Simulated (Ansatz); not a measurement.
I need a polarisability from point charges of AlBr2H, SMILES [Br][AlH][Br]. Use the Python package of Ansatz (0.2.0). Use (for the species named): MP2, def2-SVP basis, multiplicity 1.

| atom | x (Å) | y (Å) | z (Å) |
| --- | --- | --- | --- |
| Br | -2.1236 | 0.1077 | -0.6996 |
| Al | 0.0894 | 0.1569 | -0.0030 |
| Br | 1.1031 | -1.8657 | 0.6462 |
| H | 0.9866 | 1.5408 | 0.0361 |

The script, `field.py`:
```python
"""Response of AlBr2H to a pair of distant point charges."""

from dataclasses import dataclass

import ansatz as az
from ase import Atoms
import numpy as np


@dataclass(frozen=True)
class RunConfig:
    basis: str = "def2-SVP"
    level: str = "MP2"


settings = RunConfig()

atoms = Atoms(["Br", "Al", "Br", "H"], positions=[
    (-2.1236, 0.1077, -0.6996),
    (0.0894, 0.1569, -0.003),
    (1.1031, -1.8657, 0.6462),
    (0.9866, 1.5408, 0.0361),
])
mol = az.Crystal.molecule_from_ase(atoms)

job = (
    mol.calculation()
    .basis(gaussian=settings.basis)
    .correlation(settings.level)
    .forces()
)
# charges +q and -q at -R and +R make a nearly even field 2 k q / R^2 at the centre
centre = np.mean([site.position_ang for site in mol.cartesian_sites], axis=0)
field = 2 * 14.399645 * 3.0 / 25.0 ** 2


def dipole(axis, sign):
    arm = 25.0 * np.eye(3)[axis]
    pair = [{"charge": sign * 3.0, "position_ang": (centre - arm).tolist()}, {"charge": -sign * 3.0, "position_ang": (centre + arm).tolist()}]
    deck = job.input().set(az.key.basis.gaussian.point_charges, pair)
    return np.array(az.Session.from_dict(deck).plan().execute().report["charge_distribution"]["dipole_moment_e_ang"])


print(f"field {field:.4f} V/A")
alpha = np.array([(dipole(axis, 1) - dipole(axis, -1)) / (2 * field) * 14.399645 for axis in range(3)])
print("polarisability tensor (A^3)")
print(np.array2string(alpha, precision=3, suppress_small=True))
print(f"mean {np.trace(alpha) / 3:.3f} A^3 = {np.trace(alpha) / 3 / 0.14818471:.2f} bohr^3")
```

```console
$ python field.py
field 0.1382 V/A
polarisability tensor (A^3)
[[ 9.44  -0.995  1.476]
 [-1.002  8.39  -0.839]
 [ 1.447 -0.823  5.783]]
mean 7.871 A^3 = 53.12 bohr^3
```

Notes:
- The geometry is a force-field or estimated start, not a minimum of this method, and the basis set is short of its limit. The field of two point charges is only nearly even.
- Without diffuse functions polarisabilities are unreliable, as a rule too low, and they change with the bond lengths of this unrelaxed start.
- Finished in 19 s on 1 thread of Arm Neoverse V2 (shared host), peak memory 0.26 GiB.
